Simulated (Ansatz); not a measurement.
This script makes a check of PAW against all-electron LAPW of Y, space group Fm-3m with the Ansatz DFT code, driven from Python.

Script `paw_lapw_y.py`:
```python
"""PAW against all-electron LAPW for Y."""

import logging
import sys

import ansatz as az
import numpy as np

logging.basicConfig(stream=sys.stdout, format="%(levelname)s %(message)s")
logger = logging.getLogger("calc")
logger.setLevel(logging.INFO)


def count_gap(report):
    # lowest empty less highest filled band, counting bands; zero where they overlap
    return max(report.get("gap_by_band_count_ev") or 0.0, 0.0)


def main() -> None:
    crystal = (
        az.Lattice.of((0.0, 2.485, 2.485), (2.485, 0.0, 2.485), (2.485, 2.485, 0.0))
        .atom("Y", (0.0, 0.0, 0.0))
    )

    job = crystal.calculation()
    job = job.kpoints(mesh=(9, 9, 9))
    job = job.functional(az.Functional.LDA)
    job = job.occupations("Marzari-Vanderbilt", width=100 * az.meV).stress()
    job = job.forces().band_table()
    variants = {
        "PAW": job.pseudopotentials("paw"),
        "LAPW": job.pseudopotentials("all_electron", lapw=True),
    }
    # totals differ by the cores that each treatment holds, so compare what does not depend on them
    rows = []
    for label, variant in variants.items():
        data = variant.run().report
        levels = np.array(data["eigenvalues_ev"][0]) - data["fermi_energy_ev"]
        print(label, "levels at the first k-point near E_F:", np.round(levels[np.abs(levels) < 5], 3))
        rows.append((label, data["n_electrons"], np.trace(data["stress_gpa"]) / 3, count_gap(data)))
    for row in rows:
        print("; ".join(f"{name} = {round(v, 4) if isinstance(v, float) else v}" for name, v in zip(["treatment", "electrons in bands", "P GPa", "gap by band count eV"], row)))


if __name__ == "__main__":
    main()
```

How well do the two treatments of the cores agree on the pressure?

PAW gives -1.729 GPa and LAPW -1.730 GPa, 0.001 GPa apart. They took 0.5 and 2.5 s of processor time.

What the script printed:

```console
$ python paw_lapw_y.py
DeckWarning: basis.ecutwfc = 420 eV, auto-derived from the records' recommended cutoffs: set by Y (normal level)
PAW levels at the first k-point near E_F: [-4.856  1.738  1.738  1.738  3.883  3.883]
LAPW levels at the first k-point near E_F: [-4.856  1.738  1.738  1.738  3.883  3.883]
treatment = PAW; electrons in bands = 11.0; P GPa = -1.7291; gap by band count eV = 0.0
treatment = LAPW; electrons in bands = 21.0; P GPa = -1.7301; gap by band count eV = 0.0
```
(Warnings from the package without file and line.)

Caveats:
- No spin polarisation was allowed.
- The computed bands are complete only to about 3.7 eV above the Fermi level.
- The mesh is modest for a metal, so energies can be off by several to tens of meV an atom and pressures by half a GPa or more; differences at equal mesh fare better.
- A gap by band count of zero or less means overlapping bands, a metal, and at an odd count of electrons it is no gap at all.
- This isn't the structure that Y takes at ambient conditions.
- Gaps and levels are Kohn-Sham values on a finite set of k-points, without spin-orbit coupling.
- Pressure is positive in compression; the treatments may keep other shells as core, so totals and counts of electrons can differ.
- It ran for 3.6 s on 1 thread of Arm Neoverse V2 (shared host), peak memory 0.37 GiB.

(Lines on the test bed's own set-up are left out of the output.)
